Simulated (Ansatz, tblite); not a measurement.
# The cluster Al3S3+: a ladder of methods and basis sets

How do method and basis change the picture of the cluster Al3S3+ (singlet)?

The runs use Ansatz 0.2.0, Gaussian basis; as each input shows.

Plan: GFN1-xTB, GFN2-xTB, PBE-D4/def2-TZVP, r2SCAN-D4/def2-TZVP, ωB97M-V/def2-TZVP, PBE-QIDH/def2-TZVP, B2PLYP/def2-TZVP, PBE-D4/def2-SVP, PBE0-D4/def2-SVP, HF/6-31G, B3LYP-D4/6-31G, CCSD(T)/def2-TZVPP, MP2/def2-TZVP, RPA/def2-TZVP.

3 further runs of the same task are left out: 3 set aside as unsound or not needed.

### 1 The geometry

The singlet was relaxed beforehand with r2SCAN-D4/def2-SVP. At that level it is the lowest of the isomers that a small search found.

6 atoms, charge 1, spin multiplicity 1.

Bond lengths: Al1–S4 2.153 Å, Al1–S5 2.153 Å, Al1–S6 2.358 Å, Al2–S5 2.220 Å, Al2–S6 2.359 Å, Al3–S4 2.220 Å, Al3–S6 2.360 Å. Angles: S4–Al1–S5 147.1°, S4–Al1–S6 106.4°, S5–Al1–S6 106.4°, S5–Al2–S6 104.2°, S4–Al3–S6 104.2°, Al1–S4–Al3 78.0°, Al1–S5–Al2 78.0°, Al1–S6–Al2 71.4°, Al1–S6–Al3 71.4°, Al2–S6–Al3 142.7°.

Coordinates:

```csv
atom,x (Å),y (Å),z (Å)
Al1,-0.3173,-0.6512,-0.0163
Al2,2.3949,-0.1881,-0.0144
Al3,-1.6249,1.7690,0.0541
S4,-2.4401,-0.2950,-0.0007
S5,1.2721,-2.1023,-0.0601
S6,0.7153,1.4677,0.0373
```

The ion is computed in the gas phase, without counter-ions or solvent.

PBE0-D4/def2-TZVP was run before; its log isn't repeated, and its numbers join the tables.

### 2 GFN1-xTB

Tight binding, by tblite at 300 K electronic temperature and without a spin-polarisation term:

```python
tblite.interface.Calculator('GFN1-xTB', numbers, positions, charge=1, uhf=0).singlepoint()
```

Energy -401.3271 eV, HOMO -15.33 eV, LUMO -14.42 eV; 0.008 s.

### 3 GFN2-xTB

Tight binding, by tblite at 300 K electronic temperature and without a spin-polarisation term:

```python
tblite.interface.Calculator('GFN2-xTB', numbers, positions, charge=1, uhf=0).singlepoint()
```

Energy -343.2060 eV, HOMO -14.62 eV, LUMO -14.04 eV; 0.012 s.

### 4 PBE-D4/def2-TZVP

start.molden holds the orbitals of an earlier run on this state, given as this run's starting guess.

File in.yaml:

```yaml
crystal:
  periodic: [false, false, false]
  atoms:
    - {symbol: Al, position_ang: [-0.317283, -0.651194, -0.016259]}
    - {symbol: Al, position_ang: [2.394901, -0.188124, -0.014393]}
    - {symbol: Al, position_ang: [-1.624893, 1.768972, 0.054149]}
    - {symbol: S, position_ang: [-2.440094, -0.294957, -0.000696]}
    - {symbol: S, position_ang: [1.272094, -2.102338, -0.060131]}
    - {symbol: S, position_ang: [0.715274, 1.467651, 0.037330]}
basis:
  gaussian: {orbitals: def2-TZVP, initial_orbitals: start.molden}
total_charge: 1
hamiltonian: {xc: pbe, dispersion: d4}
scf: {omitted_lower_state_checks: [starts]}
output: {forces: true, orbitals: {seedname: orbitals}}
```

Run with:

```sh
$ ansatz run in.yaml --threads 4 --pin off --events-out ev --progress --plain --max-ram 8704MiB
```

The program printed:

```text
Functional definition: PBE
  name "PBE"
  cite "Perdew, Burke & Ernzerhof, Phys. Rev. Lett. 77, 3865 (1996) doi:10.1103/PhysRevLett.77.3865"
  parent pbe
  parameter kappa = 0.804
  parameter beta = 0.06672455060314922
  exchange = pbe_x(kappa = kappa, mu = beta*pi^2/3)
  correlation = pbe_c(beta = beta)
these checks for a lower state are left out or cut short: starts
1560 factors; their error is unknown
mean field evaluation 1: about -52272.4726 eV, gradient 1.6e1 eV
mean field evaluation 2: about -52272.6222 eV, gradient 2.5e-1 eV
mean field evaluation 4: about -52272.6043 eV, gradient 5.0e-2 eV
mean field evaluation 8: about -52272.6043 eV, gradient 1.7e-5 eV
mean field -52272.60433104 eV, -1920.9827775219 hartree, gradient 1.7e-5 eV, S^2 0.000000; 0 other end points of the search recorded, 0 dependent functions left out
the calculation of the forces begins
reference -52272.60437223 eV, -1920.9827790357 hartree; 43, 43 occupied and 179, 179 virtual orbitals, 1560 factors
Total energy: -52272.94204408 eV, -1920.9951882474 hartree
Atom 0 at    -0.317283    -0.651194    -0.016259 Å, force     0.071707     0.146414     0.003494 eV/Å
Atom 1 at     2.394901    -0.188124    -0.014393 Å, force    -0.061374     0.066795     0.002971 eV/Å
Atom 2 at    -1.624893     1.768972     0.054149 Å, force     0.091327    -0.007556    -0.001295 eV/Å
Atom 3 at    -2.440094    -0.294957    -0.000696 Å, force    -0.171273    -0.102002    -0.001271 eV/Å
Atom 4 at     1.272094    -2.102338    -0.060131 Å, force     0.024731    -0.197094    -0.006200 eV/Å
Atom 5 at     0.715274     1.467651     0.037330 Å, force     0.044882     0.093443     0.002300 eV/Å
Dipole moment:     0.274164     0.562296     0.014180 e Å
Checks for a lower state left out: starts
```

Wall time 3.6 s (4 threads of Arm Neoverse V1, shared host).

Report: HOMO -10.05 eV, LUMO -9.13 eV.

### 5 r2SCAN-D4/def2-TZVP

Changes to in.yaml since step 4:

```diff
@@ -12,4 +12,4 @@
 total_charge: 1
-hamiltonian: {xc: pbe, dispersion: d4}
+hamiltonian: {xc: r2scan, dispersion: d4}
 scf: {omitted_lower_state_checks: [starts]}
-output: {forces: true, orbitals: {seedname: orbitals}}
+output: {orbitals: {seedname: orbitals}}
```

The command is unchanged.

The program printed:

```text
Functional definition: r2SCAN
  name "r2SCAN"
  cite "Furness, Kaplan, Ning, Perdew & Sun, J. Phys. Chem. Lett. 11, 8208 (2020) doi:10.1021/acs.jpclett.0c02405"
  cite "Furness, Kaplan, Ning, Perdew & Sun, J. Phys. Chem. Lett. 11, 9248 (2020) doi:10.1021/acs.jpclett.0c03077"
  parent r2scan
  parameter k0 = 0.174
  parameter k1 = 0.065
  parameter a1 = 4.9479
  exchange = r2scan_x(k0 = k0, k1 = k1, a1 = a1)
  correlation = r2scan_c
these checks for a lower state are left out or cut short: starts
1560 factors; their error is unknown
mean field evaluation 1: about -52292.8958 eV, gradient 1.1e1 eV
mean field evaluation 2: about -52292.9527 eV, gradient 1.3e-1 eV
mean field evaluation 4: about -52292.9233 eV, gradient 3.0e-4 eV
mean field -52292.92333072 eV, -1921.7294869874 hartree, gradient 1.2e-5 eV, S^2 0.000000; 0 other end points of the search recorded, 0 dependent functions left out
reference -52292.92334307 eV, -1921.7294874413 hartree; 43, 43 occupied and 179, 179 virtual orbitals, 1560 factors
Total energy: -52292.99493750 eV, -1921.7321184880 hartree
Checks for a lower state left out: starts
```

It took 7.5 s on 4 threads of Arm Neoverse V1, shared host.

Report: HOMO -10.12 eV, LUMO -9.16 eV.

### 6 ωB97M-V/def2-TZVP

Changes to in.yaml since step 5:

```diff
@@ -12,3 +12,3 @@
 total_charge: 1
-hamiltonian: {xc: r2scan, dispersion: d4}
+hamiltonian: {xc: {name: wB97M-V}}
 scf: {omitted_lower_state_checks: [starts]}
```

Same command.

The program printed, shortened:

```text
Functional definition: wB97M-V
  name "wB97M-V"
  cite "Mardirossian & Head-Gordon, J. Chem. Phys. 144, 214110 (2016) doi:10.1063/1.4952647"
  cite "Becke, J. Chem. Phys. 107, 8554 (1997) doi:10.1063/1.475007"
  cite "Vydrov & Van Voorhis, J. Chem. Phys. 133, 244103 (2010) doi:10.1063/1.3521275"
  # Of w^i u^j: cxij and so on, Table III.
[...]
  gx(w, u) = 1 - cx + cx01*u + cx10*w
  gss(w, u) = css00 + css04*u^4 + css10*w + css20*w^2 + css43*w^4*u^3
  gos(w, u) = cos00 + cos10*w + (cos20 + cos21*u)*w^2 + (cos60 + cos61*u)*w^6
[...]
      + integral(e_c_pw_mod_opposite_spin*gos(b97_w_opposite, b97_u_opposite)) + vv10(b, c)
[...]
1569 factors; their error is unknown
315 factors; integrals over basis functions are off by at most 1.3e-5 eV
[...]
mean field -52294.09288328 eV, -1921.7724672513 hartree, gradient 3.9e-5 eV, S^2 0.000000; 0 other end points of the search recorded, 0 dependent functions left out
reference -52294.09293261 eV, -1921.7724690640 hartree; 43, 43 occupied and 179, 179 virtual orbitals, 1569 factors
Total energy: -52294.09293261 eV, -1921.7724690640 hartree
Checks for a lower state left out: starts
```

It took 14 s on 4 threads of Arm Neoverse V1, shared host; peak memory 0.98 GiB.

From the report: HOMO -11.92 eV, LUMO -7.38 eV.

### 7 PBE-QIDH/def2-TZVP

Changes to in.yaml since step 6:

```diff
@@ -12,4 +12,3 @@
 total_charge: 1
-hamiltonian: {xc: {name: wB97M-V}}
+hamiltonian: {xc: {name: PBE-QIDH}}
 scf: {omitted_lower_state_checks: [starts]}
-output: {orbitals: {seedname: orbitals}}
```

Launched as before.

The program printed, shortened:

```text
Functional definition: PBE-QIDH
  name "PBE-QIDH"
  cite "Brémond, Sancho-García, Pérez-Jiménez & Adamo, J. Chem. Phys. 141, 031101 (2014) doi:10.1063/1.4890314"
  cite "Perdew, Burke & Ernzerhof, Phys. Rev. Lett. 77, 3865 (1996) doi:10.1103/PhysRevLett.77.3865"
[...]
1357 factors; integrals over basis functions are off by at most 9.8e-4 eV
[...]
mean field -52254.43242076 eV, -1920.3149721365 hartree, gradient 2.8e-6 eV, S^2 0.000000; 0 other end points of the search recorded, 0 dependent functions left out; unrestricted orbitals would lower it
30 core orbitals not correlated: weight in the atoms' cores, before any rotation towards them, 1.000 or more for the frozen orbitals, at most 0.000 for the correlated occupied ones
reference -52254.43243318 eV, -1920.3149725929 hartree; 13, 13 occupied and 179, 179 virtual orbitals, 1357 factors
second order -22.85583151 eV of doubles, -0.00000000 eV of singles
Total energy: -52262.05104368 eV, -1920.5949513648 hartree
Checks for a lower state left out: starts
```

Wall time 8 s (4 threads of Arm Neoverse V1, shared host); peak memory 0.59 GiB.

 Doubts: restricted state is unstable towards broken spin symmetry.

### 8 B2PLYP/def2-TZVP

Changes to in.yaml since step 7:

```diff
@@ -12,3 +12,3 @@
 total_charge: 1
-hamiltonian: {xc: {name: PBE-QIDH}}
+hamiltonian: {xc: {name: B2PLYP}}
 scf: {omitted_lower_state_checks: [starts]}
```

The command is unchanged.

The program printed, shortened:

```text
Functional definition: B2PLYP
  name "B2PLYP"
  cite "Grimme, J. Chem. Phys. 124, 034108 (2006) doi:10.1063/1.2148954"
  cite "Becke, Phys. Rev. A 38, 3098 (1988) doi:10.1103/PhysRevA.38.3098"
  cite "Lee, Yang & Parr, Phys. Rev. B 37, 785 (1988) doi:10.1103/PhysRevB.37.785"
[...]
1357 factors; integrals over basis functions are off by at most 9.8e-4 eV
[...]
mean field -52270.57245272 eV, -1920.9081073710 hartree, gradient 1.5e-6 eV, S^2 0.000000; 0 other end points of the search recorded, 0 dependent functions left out; unrestricted orbitals would lower it
30 core orbitals not correlated: weight in the atoms' cores, before any rotation towards them, 1.000 or more for the frozen orbitals, at most 0.000 for the correlated occupied ones
reference -52270.57261374 eV, -1920.9081132881 hartree; 13, 13 occupied and 179, 179 virtual orbitals, 1357 factors
second order -25.15171891 eV of doubles, -0.00000000 eV of singles
Total energy: -52277.36357784 eV, -1921.1576766159 hartree
Checks for a lower state left out: starts
```

It took 7.5 s on 4 threads of Arm Neoverse V1, shared host; peak memory 0.59 GiB.

 Doubts: restricted state is unstable towards broken spin symmetry.

### 9 PBE-D4/def2-SVP

Changes to in.yaml since step 8:

```diff
@@ -10,5 +10,6 @@
 basis:
-  gaussian: {orbitals: def2-TZVP, initial_orbitals: start.molden}
+  gaussian: {orbitals: def2-SVP, initial_orbitals: start.molden}
 total_charge: 1
-hamiltonian: {xc: {name: B2PLYP}}
+hamiltonian: {xc: pbe, dispersion: d4}
 scf: {omitted_lower_state_checks: [starts]}
+output: {orbitals: {seedname: orbitals}}
```

The command is unchanged.

The program printed:

```text
Functional definition: PBE
  name "PBE"
  cite "Perdew, Burke & Ernzerhof, Phys. Rev. Lett. 77, 3865 (1996) doi:10.1103/PhysRevLett.77.3865"
  parent pbe
  parameter kappa = 0.804
  parameter beta = 0.06672455060314922
  exchange = pbe_x(kappa = kappa, mu = beta*pi^2/3)
  correlation = pbe_c(beta = beta)
these checks for a lower state are left out or cut short: starts
1194 factors; their error is unknown
mean field evaluation 1: about -52254.0986 eV, gradient 9.4e0 eV
mean field evaluation 2: about -52254.2949 eV, gradient 2.2e-1 eV
mean field evaluation 4: about -52254.1985 eV, gradient 4.3e-4 eV
mean field -52254.19850199 eV, -1920.3063757803 hartree, gradient 2.4e-5 eV, S^2 0.000000; 0 other end points of the search recorded, 0 dependent functions left out
reference -52254.19854410 eV, -1920.3063773277 hartree; 43, 43 occupied and 65, 65 virtual orbitals, 1194 factors
Total energy: -52254.53621595 eV, -1920.3187865394 hartree
Checks for a lower state left out: starts
```

Run time: 1.3 s. Hardware: 4 threads of Arm Neoverse V1, shared host.

From the report: HOMO -10.12 eV, LUMO -9.21 eV.

### 10 PBE0-D4/def2-SVP

Changes to in.yaml since step 9:

```diff
@@ -12,3 +12,3 @@
 total_charge: 1
-hamiltonian: {xc: pbe, dispersion: d4}
+hamiltonian: {xc: pbe0, dispersion: d4}
 scf: {omitted_lower_state_checks: [starts]}
```

Same command.

The program printed:

```text
Functional definition: PBE0
  name "PBE0"
  cite "Adamo & Barone, J. Chem. Phys. 110, 6158 (1999) doi:10.1063/1.478522"
  cite "Perdew, Burke & Ernzerhof, Phys. Rev. Lett. 77, 3865 (1996) doi:10.1103/PhysRevLett.77.3865"
  parent pbe
  parameter a = 0.25
  parameter kappa = 0.804
  parameter beta = 0.06672455060314922
  exchange = (1 - a)*pbe_x(kappa = kappa, mu = beta*pi^2/3) + a*exact_x
  correlation = pbe_c(beta = beta)
these checks for a lower state are left out or cut short: starts
948 factors; integrals over basis functions are off by at most 9.7e-4 eV
mean field evaluation 1: about -52258.1001 eV, gradient 5.8e0 eV
mean field evaluation 2: about -52258.2111 eV, gradient 8.4e-2 eV
mean field evaluation 4: about -52258.2824 eV, gradient 2.8e-4 eV
mean field -52258.28241347 eV, -1920.4564567588 hartree, gradient 1.1e-5 eV, S^2 0.000000; 0 other end points of the search recorded, 0 dependent functions left out
reference -52258.28244515 eV, -1920.4564579230 hartree; 43, 43 occupied and 65, 65 virtual orbitals, 948 factors
Total energy: -52258.57567856 eV, -1920.4672340523 hartree
Checks for a lower state left out: starts
```

It took 1.8 s on 4 threads of Arm Neoverse V1, shared host.

HOMO -10.68 eV, LUMO -8.84 eV.

### 11 HF/6-31G

Changes to in.yaml since step 10:

```diff
@@ -10,5 +10,5 @@
 basis:
-  gaussian: {orbitals: def2-SVP, initial_orbitals: start.molden}
+  gaussian: {orbitals: 6-31G}
 total_charge: 1
-hamiltonian: {xc: pbe0, dispersion: d4}
+hamiltonian: {xc: hf}
 scf: {omitted_lower_state_checks: [starts]}
```

The command is unchanged.

The program printed:

```text
Functional definition: HF
  name "HF"
  cite "Fock, Z. Phys. 61, 126 (1930) doi:10.1007/BF01340294"
  parent pbe
  exchange = exact_x
  correlation = 0
these checks for a lower state are left out or cut short: starts
834 factors; integrals over basis functions are off by at most 6.9e-5 eV
mean field evaluation 1: about -52188.1869 eV, gradient 2.7e1 eV
mean field evaluation 2: about -52188.2012 eV, gradient 2.7e1 eV
mean field evaluation 4: about -52191.3518 eV, gradient 2.3e0 eV
mean field evaluation 8: about -52191.3887 eV, gradient 6.0e-4 eV
mean field -52191.38869660 eV, -1917.9981580062 hartree, gradient 1.6e-5 eV, S^2 0.000000; 0 other end points of the search recorded, 0 dependent functions left out
reference -52191.38869660 eV, -1917.9981580062 hartree; 43, 43 occupied and 35, 35 virtual orbitals, 834 factors
Total energy: -52191.38869660 eV, -1917.9981580062 hartree
Checks for a lower state left out: starts
```

Wall time 0.5 s (4 threads of Arm Neoverse V1, shared host).

From the report: HOMO -11.84 eV, LUMO -7.00 eV.

### 12 B3LYP-D4/6-31G

Changes to in.yaml since step 11:

```diff
@@ -12,3 +12,3 @@
 total_charge: 1
-hamiltonian: {xc: hf}
+hamiltonian: {xc: {name: B3LYP}, dispersion: d4}
 scf: {omitted_lower_state_checks: [starts]}
```

The command is unchanged.

The program printed, shortened:

```text
Functional definition: B3LYP
  name "B3LYP"
  cite "Stephens, Devlin, Chabalowski & Frisch, J. Phys. Chem. 98, 11623 (1994) doi:10.1021/j100096a001"
  cite "Becke, Phys. Rev. A 38, 3098 (1988) doi:10.1103/PhysRevA.38.3098"
  cite "Lee, Yang & Parr, Phys. Rev. B 37, 785 (1988) doi:10.1103/PhysRevB.37.785"
  cite "Vosko, Wilk & Nusair, Can. J. Phys. 58, 1200 (1980) doi:10.1139/p80-159"
[...]
834 factors; integrals over basis functions are off by at most 6.9e-5 eV
[...]
mean field -52291.04645068 eV, -1921.6605129182 hartree, gradient 2.3e-5 eV, S^2 0.000000; 0 other end points of the search recorded, 0 dependent functions left out
reference -52291.04671831 eV, -1921.6605227534 hartree; 43, 43 occupied and 35, 35 virtual orbitals, 834 factors
Total energy: -52291.60912724 eV, -1921.6811909003 hartree
Checks for a lower state left out: starts
```

Run time: 1.2 s. Hardware: 4 threads of Arm Neoverse V1, shared host.

HOMO -10.85 eV, LUMO -9.15 eV.

### 13 CCSD(T)/def2-TZVPP

Changes to in.yaml since step 12:

```diff
@@ -10,5 +10,5 @@
 basis:
-  gaussian: {orbitals: 6-31G}
+  gaussian: {orbitals: def2-TZVPP, initial_orbitals: start.molden}
 total_charge: 1
-hamiltonian: {xc: {name: B3LYP}, dispersion: d4}
+correlation: {method: ccsd_t}
 scf: {omitted_lower_state_checks: [starts]}
```

Same command.

The program printed, shortened:

```text
Functional definition: HF
  name "HF"
  cite "Fock, Z. Phys. 61, 126 (1930) doi:10.1007/BF01340294"
  parent pbe
[...]
1509 factors; integrals over basis functions are off by at most 1.0e-3 eV
[...]
mean field -52200.68652214 eV, -1918.3398467924 hartree, gradient 2.9e-6 eV, S^2 0.000000; 0 other end points of the search recorded, 0 dependent functions left out; unrestricted orbitals would lower it
unrestricted determinant -52202.57679083 eV, -1918.4093128855 hartree, S^2 0.9836
30 core orbitals not correlated: weight in the atoms' cores, before any rotation towards them, 1.000 or more for the frozen orbitals, at most 0.000 for the correlated occupied ones
reference -52200.68652214 eV, -1918.3398467924 hartree; 13, 13 occupied and 209, 209 virtual orbitals, 1509 factors
second order -19.91716407 eV of doubles, -0.00000000 eV of singles
cycle   1  -19.83022642 eV  change    -1.5e0 eV  update   1.3e-1
[...]
cycle  13  -20.72811407 eV  change   -8.7e-7 eV  update   4.0e-6
perturbative correction -1.60187151 eV, -0.0588676922 hartree
WARN: these amplitudes may be one of several solutions (largest doubles amplitude 0.35, level shift 2.07 eV)
Total energy: -52223.01650771 eV, -1919.1604586265 hartree
Checks for a lower state left out: starts
```

Wall time 3.2 min (4 threads of Arm Neoverse V1, shared host); peak memory 6.5 GiB.

Report: Hartree-Fock HOMO -11.40 eV, LUMO -6.63 eV; T1 0.024. Doubts: state flagged by the program, large T1 diagnostic, restricted state is unstable towards broken spin symmetry.

### 14 MP2/def2-TZVP

Changes to in.yaml since step 13:

```diff
@@ -10,5 +10,5 @@
 basis:
-  gaussian: {orbitals: def2-TZVPP, initial_orbitals: start.molden}
+  gaussian: {orbitals: def2-TZVP, initial_orbitals: start.molden}
 total_charge: 1
-correlation: {method: ccsd_t}
+correlation: {method: mp2}
 scf: {omitted_lower_state_checks: [starts]}
```

Same command.

The program printed, shortened:

```text
Functional definition: HF
  name "HF"
  cite "Fock, Z. Phys. 61, 126 (1930) doi:10.1007/BF01340294"
  parent pbe
[...]
1357 factors; integrals over basis functions are off by at most 9.8e-4 eV
[...]
mean field -52200.67009821 eV, -1918.3392432241 hartree, gradient 4.1e-6 eV, S^2 0.000000; 0 other end points of the search recorded, 0 dependent functions left out; unrestricted orbitals would lower it
[...]
unrestricted determinant -52202.55889565 eV, -1918.4086552497 hartree, S^2 0.9834
30 core orbitals not correlated: weight in the atoms' cores, before any rotation towards them, 1.000 or more for the frozen orbitals, at most 0.000 for the correlated occupied ones
reference -52200.67009821 eV, -1918.3392432241 hartree; 13, 13 occupied and 179, 179 virtual orbitals, 1357 factors
second order -19.61297060 eV of doubles, -0.00000000 eV of singles
Total energy: -52220.28306881 eV, -1919.0600065995 hartree
Checks for a lower state left out: starts
```

Wall time 7.5 s (4 threads of Arm Neoverse V1, shared host); peak memory 0.7 GiB.

From the report: Hartree-Fock HOMO -11.41 eV, LUMO -6.63 eV. Doubts: restricted state is unstable towards broken spin symmetry.

### 15 RPA/def2-TZVP

Changes to in.yaml since step 14:

```diff
@@ -12,4 +12,4 @@
 total_charge: 1
-correlation: {method: mp2}
+hamiltonian: {xc: pbe}
+correlation: {method: rpa}
 scf: {omitted_lower_state_checks: [starts]}
-output: {orbitals: {seedname: orbitals}}
```

Same command.

The program printed, shortened:

```text
Functional definition: PBE
  name "PBE"
  cite "Perdew, Burke & Ernzerhof, Phys. Rev. Lett. 77, 3865 (1996) doi:10.1103/PhysRevLett.77.3865"
  parent pbe
[...]
1357 factors; integrals over basis functions are off by at most 9.8e-4 eV
[...]
mean field -52272.60432685 eV, -1920.9827773678 hartree, gradient 2.4e-6 eV, S^2 0.000000; 0 other end points of the search recorded, 0 dependent functions left out; unrestricted orbitals would lower it
[...]
unrestricted determinant -52202.55889565 eV, -1918.4086552497 hartree, S^2 0.9834
30 core orbitals not correlated: weight in the atoms' cores, before any rotation towards them, 1.000 or more for the frozen orbitals, at most 0.000 for the correlated occupied ones
reference -52198.60753017 eV, -1918.2634452468 hartree; 13, 13 occupied and 179, 179 virtual orbitals, 1357 factors
Total energy: -52230.70869906 eV, -1919.4431414447 hartree
Checks for a lower state left out: starts
```

It took 11 s on 4 threads of Arm Neoverse V1, shared host; peak memory 0.74 GiB.

 Doubts: restricted state is unstable towards broken spin symmetry.

### 16 Comparison

```csv
level,functions,HOMO (eV),LUMO (eV),gap (eV),time
HF/6-31G,78,-11.84,-7.00,4.84,0.5 s
PBE-D4/def2-SVP,108,-10.12,-9.21,0.91,1.3 s
PBE-D4/def2-TZVP,222,-10.05,-9.13,0.92,3.6 s
r2SCAN-D4/def2-TZVP,222,-10.12,-9.16,0.96,7.5 s
B3LYP-D4/6-31G,78,-10.85,-9.15,1.69,1.2 s
PBE0-D4/def2-SVP,108,-10.68,-8.84,1.84,1.8 s
PBE0-D4/def2-TZVP,222,-10.60,-8.74,1.86,6 s
ωB97M-V/def2-TZVP,222,-11.92,-7.38,4.54,14 s
```

The pieces so far (eV):

```csv
basis,HF,MP2 correlation,CCSD correlation,(T),total
def2-TZVPP,-52200.6865,-19.9172,-20.7281,-1.6019,-52223.0165
def2-TZVP,-52200.6701,-19.6130,,,-52220.2831 (MP2)
```

### 17 Summary of results

| quantity | value |
| --- | --- |
| gap in def2-TZVP, named functionals, smallest and largest | 0.92 eV (PBE-D4), 4.54 eV (ωB97M-V) |
| correlation energy, CCSD(T)/def2-TZVPP | -22.33 eV |
| correlation energy, MP2/def2-TZVP | -19.61 eV |
| PBE0 total energy, smallest basis above largest | 18.24 eV (def2-SVP, def2-TZVP) |

Over the named functionals in def2-TZVP the gap runs from 0.92 eV (PBE-D4) to 4.54 eV (ωB97M-V); exact exchange widens it. Notes on CCSD(T)/def2-TZVPP: large T1 diagnostic, state flagged by the program.

The slowest run with a step of its own, CCSD(T)/def2-TZVPP, took 3.2 min; the quickest functional in def2-TZVP took 3.6 s (shared host).
